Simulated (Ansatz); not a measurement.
## FeSb, space group P6_3/mmc: a convergence test of the plane-wave cutoff, step by step

Computed with the Python package of Ansatz (0.2.0).

Notebook, run cell by cell (the value of a cell's last expression is shown):

**Cell 1**
```python
import ansatz as az
import matplotlib.pyplot as plt
```

**Cell 2**
```python
structure = (
    az.Lattice.of((4.06, 0.0, 0.0), (-2.03, 3.51606, 0.0), (0.0, 0.0, 5.13))
    .atom("Fe", (0.0, 0.0, 0.0))
    .atom("Fe", (0.0, 0.0, 0.5))
    .atom("Sb", (1 / 3, 2 / 3, 0.25))
    .atom("Sb", (2 / 3, 1 / 3, 0.75))
    .moments(Fe=3.5)
)
```

**Cell 3**
```python
job = structure.calculation()
job = job.functional(az.Functional.PBESOL).occupations(az.OccupationsMethod.FERMI_DIRAC)
job = job.kpoints(7, 7, 5)
job = job.spin("collinear")
```

**Cell 4**
```python
rows = []
for value in [250, 300, 350, 400, 450, 500]:
    data = job.basis(value).run(threads=1).report
    rows.append((value, data["free_energy_ev"] / len(data["lattice"]["sites"]), data["n_iterations"], data["magnetization_mub"], data["n_pw"]))
```
Output:
```text
DeckWarning: basis.ecutwfc = 250 eV is below the records' recommended 420 eV, and the density's cutoff is lower with it unless basis.ecutrho_ratio is high enough to keep the records' density cutoff: compare with a run at a higher cutoff
DeckWarning: basis.ecutwfc = 300 eV is below the records' recommended 420 eV, and the density's cutoff is lower with it unless basis.ecutrho_ratio is high enough to keep the records' density cutoff: compare with a run at a higher cutoff
DeckWarning: basis.ecutwfc = 350 eV is below the records' recommended 420 eV, and the density's cutoff is lower with it unless basis.ecutrho_ratio is high enough to keep the records' density cutoff: compare with a run at a higher cutoff
DeckWarning: basis.ecutwfc = 400 eV is below the records' recommended 420 eV, and the density's cutoff is lower with it unless basis.ecutrho_ratio is high enough to keep the records' density cutoff: compare with a run at a higher cutoff
```

**Cell 5**
```python
print(" cutoff (eV)   F/atom (eV)    iterations  moment (muB)   plane waves")
for row in rows:
    print(f"{str(row[0]):>12s}  {row[1]:12.5f}  {row[2]:12d}  {row[3]:12.3f}  {row[4]:12d}")
```
Output:
```text
 cutoff (eV)   F/atom (eV)    iterations  moment (muB)   plane waves
         250   -5426.45973            15         3.390           661
         300   -5428.22368            13         3.131           855
         350   -5428.44675            13         3.070          1083
         400   -5428.46395            14         3.061          1349
         450   -5428.46535            13         3.060          1559
         500   -5428.46622            14         3.061          1861
```

**Cell 6**
```python
# differences from the last row
for row in rows[:-1]:
    shift = 1000 * (row[1] - rows[-1][1])
    print(f"{row[0]}: {shift:+.2f} meV/atom" + ("  (within 1 meV)" if abs(shift) < 1 else ""))
plt.figure(figsize=(4.5, 3))
plt.plot([str(row[0]) for row in rows], [1000 * (row[1] - rows[-1][1]) for row in rows], "o-")
plt.xlabel("cutoff (eV)")
plt.ylabel("F - F(last) (meV/atom)")
plt.tight_layout()
plt.savefig("ecut.png", dpi=100)
```
Output:
```text
250: +2006.49 meV/atom
300: +242.54 meV/atom
350: +19.47 meV/atom
400: +2.27 meV/atom
450: +0.87 meV/atom  (within 1 meV)
```

From 450 eV on it stays within 1 meV an atom of the value at 500 eV; the first row (250 eV) is off by 2006.5 meV and the last but one by 0.87 meV. The energy falls steadily, as expected when plane waves are added. The last run costs about 2.4 times the first.

The magnetic order follows from the starting moments and needn't be the lowest. For a metal this k-point mesh is coarse: on a finer one energies can move by several to tens of meV an atom and pressures by half a GPa or more, differences at one mesh by less. Of the deposited cell: the entry's cell lengths or inner coordinates differ somewhat from later room-temperature determinations. The starting cell is as deposited in a crystallographic database; the results hold for this polymorph, which needn't be the stable one. Warnings are shown shortened and without file and line. Shifts are counted from the last row, which is itself no proven limit. Wall time of the script: 62 s on 1 thread of Arm Neoverse V2, with other jobs on the host, peak memory 0.58 GiB.
